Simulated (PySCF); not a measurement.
**A diatomic session: KCa**

The task here is to estimate one member of a computed series from the others.

The runs use PySCF 2.14.0; K x2c-SVPall, Ca x2c-SVPall, spin-free X2C with a Gaussian nucleus.

The first run:

The job is set up so:

```yaml
atoms: K, Ca
charge: 0
basis: K x2c-SVPall, Ca x2c-SVPall
Hamiltonian: spin-free X2C with a Gaussian nucleus
basis_functions: 48
electrons_treated: 39
masses_in_u: 38.9637, 39.9626
levels: PBE0, PBE, r²SCAN, BLYP, r²SCAN0, PW91, ωB97X, HF, MP2, SCS-MP2, CCSD, CCSD(T)
grid: 80 radial by 434 angular points
occupations: held fixed by the projection of orbital angular momentum
dissociation_limit: K + Ca, each in its ground configuration
starting_distance_in_angstrom: 3.535
values_of_2S_to_try: 1, 3
```

On the command line:

```bash
$ OMP_NUM_THREADS=1 python dia.py task.json out
```

Among the steps run: Input; PBE0 along the bond; Higher solutions at PBE0; PBE (GGA); r²SCAN (meta-GGA); BLYP; r²SCAN0; PW91 (GGA); ωB97X (range-separated hybrid); ROHF; Correlated methods on the Hartree–Fock reference.

One table of the session follows, with a row left open; its other results are not shown here.

It belongs to the step «The curves together». Energy (eV) from each level's lowest point:

```
R (Å)   ROHF  ROHF-MP2  ROHF-SCS-MP2  ROHF-CCSD  ROHF-CCSD(T)
3.668  0.333     0.175         0.186        n/a           n/a
3.838  0.228     0.096         0.105      0.083         0.076
4.009  0.153     0.047         0.053      0.036         0.031
4.137  0.113     0.024         0.028      0.016         0.012
4.265  0.082     0.009         0.013      0.004         0.003
4.393      ?         ?             ?          ?             ?
4.564  0.037     0.000         0.000      0.002         0.004
4.777  0.019     0.005         0.003      0.011         0.015
5.033  0.007     0.016         0.012      0.026         0.033
5.374  0.000     0.034         0.027        n/a           n/a
```

Estimate the missing values for R (Å) = 4.393.

Worked estimate for «ROHF». A straight line through the neighbours (4.265, 0.082) and (4.564, 0.037) gives 0.082 + (0.037 − 0.082) × (4.393 − 4.265) / (4.564 − 4.265) = 0.063; a parabola fitted to 4 rows on both sides gives 0.060.

As computed: ROHF: 0.059; ROHF-MP2: 0.002; ROHF-SCS-MP2: 0.004; ROHF-CCSD: 0.000; ROHF-CCSD(T): 0.000. In «ROHF» the line misses by +0.004 and the parabola by +0.001.

Caveats from the session: The bond is weak, and basis-set superposition, which was not computed, may be a sizeable part of it.
